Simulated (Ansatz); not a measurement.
# CH₈Si₂Te: how energies converge with the basis set

One table from this session's results is given with a row withheld; the runs are named, their logs left out.

The runs use Ansatz 0.2.0, Gaussian basis; one geometry, several basis sets.

The runs, in order: PBE0-D4/def2-SVP; ωB97M-V/def2-SVP; PBE0-D4/def2-QZVPP; ωB97M-V/def2-QZVPP; the functionals' def2-TZVPP values are taken from earlier runs.

## The geometry

The geometry comes from an earlier relaxation with PBE0-D4 in a triple-zeta def2 set; it is a stationary point, not always the lowest conformer. Te takes the def2 core potential; no spin-orbit term is included.

12 atoms, charge 0, spin multiplicity 1.

Atoms are counted from 1 here; the program's logs count them from 0.

Bond lengths: C1–Si2 1.867 Å, C1–H5 1.092 Å, C1–H6 1.092 Å, C1–H7 1.094 Å, Si2–Te3 2.502 Å, Si2–H8 1.486 Å, Si2–H9 1.488 Å, Te3–Si4 2.489 Å, Si4–H10 1.485 Å, Si4–H11 1.484 Å, Si4–H12 1.486 Å. Angles: Si2–C1–H5 110.8°, Si2–C1–H6 110.5°, Si2–C1–H7 110.3°, H5–C1–H6 108.2°, H5–C1–H7 108.3°, H6–C1–H7 108.7°, C1–Si2–Te3 112.2°, C1–Si2–H8 111.1°, C1–Si2–H9 110.5°, Te3–Si2–H8 105.4°, Te3–Si2–H9 108.4°, H8–Si2–H9 109.0°, Si2–Te3–Si4 91.3°, Te3–Si4–H10 110.9°, Te3–Si4–H11 107.1°, Te3–Si4–H12 111.1°, H10–Si4–H11 109.8°, H10–Si4–H12 108.6° and more.

The first run:

Contents of in.yaml:

```yaml
crystal:
  periodic: [false, false, false]
  atoms:
    - {symbol: C, position_ang: [-0.028911, 1.539840, 1.153132]}
    - {symbol: Si, position_ang: [0.776703, 1.090873, -0.469943]}
    - {symbol: Te, position_ang: [1.730729, -1.221586, -0.445437]}
    - {symbol: Si, position_ang: [-0.545573, -2.220828, -0.562757]}
    - {symbol: H, position_ang: [-0.848320, 0.855258, 1.381133]}
    - {symbol: H, position_ang: [0.695932, 1.487454, 1.967607]}
    - {symbol: H, position_ang: [-0.431432, 2.555667, 1.107908]}
    - {symbol: H, position_ang: [1.925172, 1.987400, -0.763746]}
    - {symbol: H, position_ang: [-0.206144, 1.181603, -1.582806]}
    - {symbol: H, position_ang: [-1.227423, -1.836661, -1.824874]}
    - {symbol: H, position_ang: [-0.379356, -3.694673, -0.508636]}
    - {symbol: H, position_ang: [-1.384178, -1.779547, 0.582418]}
basis:
  gaussian: {orbitals: def2-SVP}
hamiltonian: {xc: pbe0, dispersion: d4}
output: {orbitals: {seedname: orbitals}}
```

Among the steps run: PBE0-D4 in def2-SVP; ωB97M-V in def2-SVP; PBE0-D4 in def2-QZVPP; ωB97M-V in def2-QZVPP.

One of the session's tables, all rows but one given; the rest of the session is left out.

It belongs to the step «Functionals by basis». 

```
functional       basis  HOMO (eV)
   PBE0-D4    def2-SVP      -6.35
   PBE0-D4  def2-TZVPP      -6.42
   PBE0-D4  def2-QZVPP      -6.43
   ωB97M-V    def2-SVP      -8.36
   ωB97M-V  def2-TZVPP      -8.47
   ωB97M-V  def2-QZVPP          ?
```

Estimate the missing values for ωB97M-V, def2-QZVPP.

**Answer.** HOMO (eV): -8.48. In the column «HOMO (eV)» it is the lowest.
